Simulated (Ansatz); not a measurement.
# H6C2SO: further runs on the relaxed cell

This session takes H6C2SO and sets out to relax it again with other functionals.

Computed with Ansatz 0.2.0 (DFT PBE+D3(BJ), scalar-relativistic, plane waves, PAW, unless a step's input says otherwise).

**1. The structure to begin with**

The structure is monoclinic, space group P2_1/c (No. 14). Conventional cell: a = 5.276 Å, b = 6.765 Å, c = 11.049 Å, α = 90.00°, β = 95.09°, γ = 90.00°. Around H (site symmetry 1) lie 1 C at 1.10 Å. H (site symmetry 1) is surrounded by 1 C at 1.09 Å. C (site symmetry 1) is surrounded by 3 H at 1.10 Å. Around C (site symmetry 1) lie 3 H at 1.09 to 1.10 Å. Only part of the 10 independent sites is listed.

Structure file:

```
CELL_PARAMETERS angstrom
5.27641 0.00000 -0.00680
0.00000 6.76505 0.00000
-0.96543 0.00000 11.00708
ATOMIC_POSITIONS crystal
H 0.24091 0.92067 0.03331
H 0.75909 0.42067 0.46669
H 0.75909 0.07933 0.96669
H 0.24091 0.57933 0.53331
H 0.26029 0.81240 0.18443
H 0.73971 0.31240 0.31557
H 0.73971 0.18760 0.81557
H 0.26029 0.68760 0.68443
H 0.52256 0.95572 0.13797
H 0.47744 0.45572 0.36203
H 0.47744 0.04428 0.86203
H 0.52256 0.54428 0.63797
H 0.21463 0.29325 0.99438
H 0.78537 0.79325 0.50562
H 0.78537 0.70675 0.00562
H 0.21463 0.20675 0.49438
H 0.21873 0.47666 0.11392
H 0.78127 0.97666 0.38608
H 0.78127 0.52334 0.88608
H 0.21873 0.02334 0.61392
H 0.49775 0.32979 0.09646
H 0.50225 0.82979 0.40354
H 0.50225 0.67021 0.90354
H 0.49775 0.17021 0.59646
C 0.31510 0.93710 0.12885
C 0.68490 0.43710 0.37115
C 0.68490 0.06290 0.87115
C 0.31510 0.56290 0.62885
C 0.28894 0.33222 0.08716
C 0.71106 0.83222 0.41284
C 0.71106 0.66778 0.91284
C 0.28894 0.16778 0.58716
S 0.17929 0.15331 0.19255
S 0.82071 0.65331 0.30745
S 0.82071 0.84669 0.80745
S 0.17929 0.34669 0.69255
O 0.89190 0.13755 0.16563
O 0.10810 0.63755 0.33437
O 0.10810 0.86245 0.83437
O 0.89190 0.36245 0.66563
```

This cell was relaxed beforehand with the same method: volume 9.82 Å³/atom, gap on the mesh 4.19 eV.

**2. The cell under PBEsol**

File input.yaml:

```yaml
crystal:
  lattice:
    - [5.2764101705, 0.0, -0.0067992765]
    - [0.0, 6.7650533566, 0.0]
    - [-0.9654331525, 0.0, 11.0070789825]
  atoms:
    - { symbol: H, position: [0.2409124653, 0.9206728676, 0.0333137488] }
    - { symbol: H, position: [0.7590875347, 0.4206728676, 0.4666862512] }
    - { symbol: H, position: [0.7590875347, 0.0793271324, 0.9666862512] }
    - { symbol: H, position: [0.2409124653, 0.5793271324, 0.5333137488] }
    - { symbol: H, position: [0.2602879226, 0.812400392, 0.1844305009] }
    - { symbol: H, position: [0.7397120774, 0.312400392, 0.3155694991] }
    - { symbol: H, position: [0.7397120774, 0.187599608, 0.8155694991] }
    - { symbol: H, position: [0.2602879226, 0.687599608, 0.6844305009] }
    - { symbol: H, position: [0.5225611293, 0.9557178191, 0.1379651313] }
    - { symbol: H, position: [0.4774388707, 0.4557178191, 0.3620348687] }
    - { symbol: H, position: [0.4774388707, 0.0442821809, 0.8620348687] }
    - { symbol: H, position: [0.5225611293, 0.5442821809, 0.6379651313] }
    - { symbol: H, position: [0.2146289355, 0.2932482889, -0.0056152276] }
    - { symbol: H, position: [0.7853710645, 0.7932482889, 0.5056152276] }
    - { symbol: H, position: [0.7853710645, 0.7067517111, 1.0056152276] }
    - { symbol: H, position: [0.2146289355, 0.2067517111, 0.4943847724] }
    - { symbol: H, position: [0.2187309212, 0.4766564352, 0.1139216315] }
    - { symbol: H, position: [0.7812690788, 0.9766564352, 0.3860783685] }
    - { symbol: H, position: [0.7812690788, 0.5233435648, 0.8860783685] }
    - { symbol: H, position: [0.2187309212, 0.0233435648, 0.6139216315] }
    - { symbol: H, position: [0.497751029, 0.3297937819, 0.0964625924] }
    - { symbol: H, position: [0.502248971, 0.8297937819, 0.4035374076] }
    - { symbol: H, position: [0.502248971, 0.6702062181, 0.9035374076] }
    - { symbol: H, position: [0.497751029, 0.1702062181, 0.5964625924] }
    - { symbol: C, position: [0.315098144, 0.9371011181, 0.1288505392] }
    - { symbol: C, position: [0.684901856, 0.4371011181, 0.3711494608] }
    - { symbol: C, position: [0.684901856, 0.0628988819, 0.8711494608] }
    - { symbol: C, position: [0.315098144, 0.5628988819, 0.6288505392] }
    - { symbol: C, position: [0.2889396715, 0.3322237842, 0.0871632491] }
    - { symbol: C, position: [0.7110603285, 0.8322237842, 0.4128367509] }
    - { symbol: C, position: [0.7110603285, 0.6677762158, 0.9128367509] }
    - { symbol: C, position: [0.2889396715, 0.1677762158, 0.5871632491] }
    - { symbol: S, position: [0.1792921869, 0.1533124116, 0.1925512689] }
    - { symbol: S, position: [0.8207078131, 0.6533124116, 0.3074487311] }
    - { symbol: S, position: [0.8207078131, 0.8466875884, 0.8074487311] }
    - { symbol: S, position: [0.1792921869, 0.3466875884, 0.6925512689] }
    - { symbol: O, position: [0.8918971051, 0.1375457107, 0.1656338045] }
    - { symbol: O, position: [0.1081028949, 0.6375457107, 0.3343661955] }
    - { symbol: O, position: [0.1081028949, 0.8624542893, 0.8343661955] }
    - { symbol: O, position: [0.8918971051, 0.3624542893, 0.6656338045] }
basis:
  ecutwfc: 420
kpoints:
  mp_grid: { grid: [4, 4, 2] }
hamiltonian:
  xc: pbesol
scf:
  occupations: { method: gaussian, width: 0.02 }
output:
  forces: true
  stress: true
  eigenvalues: true
  write_density: true
  write_potential: true
  elf: true
  volumetric_format: npy
relax:
  adjacent_minimum: "off"
  f_tol: 0.005
  max_steps: 50
  cell: { stress_tol: 0.05 }
```

On the command line:

```sh
$ ansatz run input.yaml --threads 8 --pin off --max-ram 22528MiB --backend cpu --events-out ev --progress --plain --runs-dir out
```

**3. The cell under PBE**

Changes to input.yaml since step 2:

```diff
@@ -51,3 +51,3 @@
 hamiltonian:
-  xc: pbesol
+  xc: pbe
 scf:
@@ -58,6 +58,2 @@
   eigenvalues: true
-  write_density: true
-  write_potential: true
-  elf: true
-  volumetric_format: npy
 relax:
```

**4. Relaxing with LDA**

Changes to input.yaml since step 3:

```diff
@@ -51,3 +51,3 @@
 hamiltonian:
-  xc: pbe
+  xc: lda
 scf:
```

**5. The cell under r2SCAN**

Changes to input.yaml since step 4:

```diff
@@ -47,3 +47,3 @@
 basis:
-  ecutwfc: 420
+  ecutwfc: 500
 kpoints:
@@ -51,3 +51,3 @@
 hamiltonian:
-  xc: lda
+  xc: r2scan
 scf:
```

(Steps that only read results are left out.)

What does the calculation give?

**Answer**, as computed:

The volumes rise in the order LDA, PBE+D3(BJ), r2SCAN, PBEsol, PBE, over 40.8 %. PBE+D3(BJ) comes nearest to the reported cell (-1.2 %), which holds thermal expansion that these runs lack.
